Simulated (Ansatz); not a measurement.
Consider a ranking of polymorphs by energy of 2 structures of ZnHg3 (the Python package of Ansatz (0.2.0)).

`polymorphs_znhg3.py`:
```python
import ansatz
import numpy as np
import spglib

FUNCTIONAL = 'LDA'
KSPACING = 0.14
FILLING = 'cold'
SMEARING_WIDTH = 0.1

PHASES = {
    'Fm-3m': (
        [(0.0, 3.708506, 3.708506), (3.708506, 0.0, 3.708506), (3.708506, 3.708506, 0.0)],
        [
            ('Zn', (0.0, 0.0, 0.0)),
            ('Hg', (0.25, 0.25, 0.25)),
            ('Hg', (0.75, 0.75, 0.75)),
            ('Hg', (0.5, 0.5, 0.5)),
        ],
    ),
    'Pm-3m': (
        [(4.563231, 0.0, 0.0), (0.0, 4.563231, 0.0), (0.0, 0.0, 4.563231)],
        [
            ('Zn', (0.5, 0.5, 0.5)),
            ('Hg', (0.5, 0.0, 0.0)),
            ('Hg', (0.0, 0.5, 0.0)),
            ('Hg', (0.0, 0.0, 0.5)),
        ],
    ),
}


def build(vectors, sites):
    crystal = ansatz.Crystal(lattice=ansatz.Lattice.of(vectors))
    for symbol, position in sites:
        crystal = crystal.atom(symbol, position)
    return crystal


def compute(name, crystal):
    calc = (
        crystal.calculation()
        .functional(FUNCTIONAL)
        .basis(41 * ansatz.Ry)
        .kpoints(spacing=KSPACING)
        .occupations(FILLING, width=SMEARING_WIDTH)
        .stress()
        .band_table()
    )
    calc = calc.relax(force_tolerance=0.02, max_steps=40, fix_cell=['shape'])
    return calc.run(threads=1, pin='off')


def space_group(outcome):
    sites = outcome.report['lattice']['sites']
    kinds = sorted({site['symbol'] for site in sites})
    cell = (outcome.lattice.cell_ang, [site['position_frac'] for site in sites], [kinds.index(site['symbol']) for site in sites])
    return spglib.get_spacegroup(cell, symprec=0.01)


def volume_per_atom(outcome):
    return abs(np.linalg.det(outcome.lattice.cell_ang)) / len(outcome.lattice.sites)


def pressure_gpa(outcome):
    return float(np.trace(outcome.report['stress_gpa']) / 3)


def main() -> None:
    phases = {name: build(*cell) for name, cell in PHASES.items()}

    done = {}
    for name, crystal in phases.items():
        done[name] = compute(name, crystal)
        print(f'{name}: {done[name].report["energy_sigma0_ev"]:.4f} eV, {len(done[name].lattice.sites)} atoms')

    energy = {name: o.report['energy_sigma0_ev'] / len(o.lattice.sites) for name, o in done.items()}
    lowest = min(energy.values())
    rows = [(name, len(o.lattice.sites), 1000 * (energy[name] - lowest), space_group(o), volume_per_atom(o), pressure_gpa(o)) for name, o in done.items()]
    rows.sort(key=lambda row: row[2])
    print('     phase       atoms  dE (meV/atom)  space group  V (A^3/atom)     P (GPa)')
    for row in rows:
        print(f'{str(row[0]):>10}  {row[1]:10d}  {row[2]:13.1f}  {str(row[3]):>11}  {row[4]:12.3f}  {row[5]:10.2f}')
    print('lowest in energy:', rows[0][0])


if __name__ == '__main__':
    main()
```

Which of these structures comes out lowest, and how far apart are they?

By space group at the end of each run: Pm-3m (+0 meV an atom, 19.9 Å³) and Fm-3m (+22 meV an atom, 20.4 Å³).

What the script printed:

```console
$ python polymorphs_znhg3.py
Fm-3m: -43813.0607 eV, 4 atoms
Pm-3m: -43813.1468 eV, 4 atoms
     phase       atoms  dE (meV/atom)  space group  V (A^3/atom)     P (GPa)
     Pm-3m           4            0.0  Pm-3m (221)        19.908        0.01
     Fm-3m           4           21.5  Fm-3m (225)        20.413       -0.00
lowest in energy: Pm-3m
```

Reading the output:
- Absolute energies stand on the zero of these potentials, so only differences at equal settings mean something.
- Atoms and volume are relaxed with the cell's shape held, which in cells of lower than cubic symmetry can hide stresses and shift volumes.
- Pressure is positive in compression.
- Spin-orbit coupling, which matters for elements this heavy, is left out.
- The cells come from databases of deposited and of computed structures, and not all need be stable phases.
- The ranking holds among these structures alone, at zero temperature; the ground state may be another structure. Differences under 10 to 15 meV an atom lie within the error of mesh and functional.
- The whole script took 4.3 min on 1 thread of Arm Neoverse V1 (shared host), peak memory 0.65 GiB.
